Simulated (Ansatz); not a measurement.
# LiB2N2: the cost of one run

Method: DFT PBE, scalar-relativistic, plane waves, PAW, in Ansatz 0.2.0.

## Step 1: Starting point

It takes space group Pbcn (No. 60, orthorhombic). The conventional cell has a = 9.577 Å, b = 5.004 Å, c = 4.364 Å, α = 90.00°, β = 90.00°, γ = 90.00°. Around Li (site symmetry 2) lie 2 N at 2.25 Å. Around B (site symmetry 1) lie 3 N at 1.46 to 1.47 Å. Around N (site symmetry 1) lie 3 B at 1.46 to 1.47 Å.

As a file:

```
CELL_PARAMETERS angstrom
9.57675 0.00000 0.00000
0.00000 5.00384 0.00000
0.00000 0.00000 4.36358
ATOMIC_POSITIONS crystal
Li 0.50000 0.29615 0.25000
Li 0.00000 0.79615 0.25000
Li 0.00000 0.20385 0.75000
Li 0.50000 0.70385 0.75000
B 0.77079 0.12853 0.11161
B 0.77079 0.87147 0.61161
B 0.22921 0.87147 0.88839
B 0.22921 0.12853 0.38839
B 0.72921 0.37147 0.61161
B 0.27079 0.62853 0.38839
B 0.72921 0.62853 0.11161
B 0.27079 0.37147 0.88839
N 0.23122 0.87214 0.22365
N 0.76878 0.12786 0.77635
N 0.23122 0.12786 0.72365
N 0.76878 0.87214 0.27635
N 0.26878 0.62786 0.72365
N 0.26878 0.37214 0.22365
N 0.73122 0.37214 0.27635
N 0.73122 0.62786 0.77635
```

The cell was relaxed beforehand at this level, from a generated guess; it is a trial structure. At a tolerance of 0.05 Å it has space group Pbcn (No. 60); it has 10.46 Å³/atom, an uncorrected energy of -0.82 eV/atom over the elements.

## Step 2: Electronic structure at the relaxed geometry

input.yaml

```yaml
crystal:
  lattice:
    - [9.5767513114, 0.0, 0.0]
    - [0.0, 5.0038366777, 0.0]
    - [0.0, 0.0, 4.3635843646]
  atoms:
    - { symbol: Li, position: [0.5, 0.2961520139, 0.25] }
    - { symbol: Li, position: [0.0, 0.7961520139, 0.25] }
    - { symbol: Li, position: [0.0, 0.2038479861, 0.75] }
    - { symbol: Li, position: [0.5, 0.7038479861, 0.75] }
    - { symbol: B, position: [0.770786904, 0.1285322835, 0.1116130652] }
    - { symbol: B, position: [0.770786904, 0.8714677165, 0.6116130652] }
    - { symbol: B, position: [0.229213096, 0.8714677165, 0.8883869348] }
    - { symbol: B, position: [0.229213096, 0.1285322835, 0.3883869348] }
    - { symbol: B, position: [0.729213096, 0.3714677165, 0.6116130652] }
    - { symbol: B, position: [0.270786904, 0.6285322835, 0.3883869348] }
    - { symbol: B, position: [0.729213096, 0.6285322835, 0.1116130652] }
    - { symbol: B, position: [0.270786904, 0.3714677165, 0.8883869348] }
    - { symbol: "N", position: [0.2312200617, 0.872144771, 0.2236522789] }
    - { symbol: "N", position: [0.7687799383, 0.127855229, 0.7763477211] }
    - { symbol: "N", position: [0.2312200617, 0.127855229, 0.7236522789] }
    - { symbol: "N", position: [0.7687799383, 0.872144771, 0.2763477211] }
    - { symbol: "N", position: [0.2687799383, 0.627855229, 0.7236522789] }
    - { symbol: "N", position: [0.2687799383, 0.372144771, 0.2236522789] }
    - { symbol: "N", position: [0.7312200617, 0.372144771, 0.2763477211] }
    - { symbol: "N", position: [0.7312200617, 0.627855229, 0.7763477211] }
basis:
  ecutwfc: 420
kpoints:
  mp_grid: { grid: [4, 8, 8] }
  band_path:
    path:
      - [[0.0, 0.0, 0.0], [0.5, 0.0, 0.0], [0.5, 0.5, 0.0], [0.0, 0.5, 0.0], [0.0, 0.0, 0.0], [0.0, 0.0, 0.5], [0.5, 0.0, 0.5], [0.5, 0.5, 0.5], [0.0, 0.5, 0.5], [0.0, 0.0, 0.5]]
      - [[0.5, 0.0, 0.0], [0.5, 0.0, 0.5]]
      - [[0.0, 0.5, 0.0], [0.0, 0.5, 0.5]]
      - [[0.5, 0.5, 0.0], [0.5, 0.5, 0.5]]
    npoints: 10
hamiltonian:
  xc: pbe
scf:
  occupations: { method: gaussian, width: 0.1 }
  n_extra_bands: 50
output:
  forces: true
  stress: true
  eigenvalues: true
  populations: true
  dos: { projected: true, de: 0.02, nscf_kmesh: { grid: [5, 10, 10] } }
  bader: false
```

The run is started by

```bash
ansatz run input.yaml --threads 1 --pin off --max-ram 2560MiB --backend cpu --events-out ev --progress --plain --runs-dir out
```

**Question.** How long does this run take on 1 thread of Intel Xeon Platinum 8488C (Sapphire Rapids), shared host, and how much memory does it need?

About 2.7 min, with a peak of 1.6 GiB.
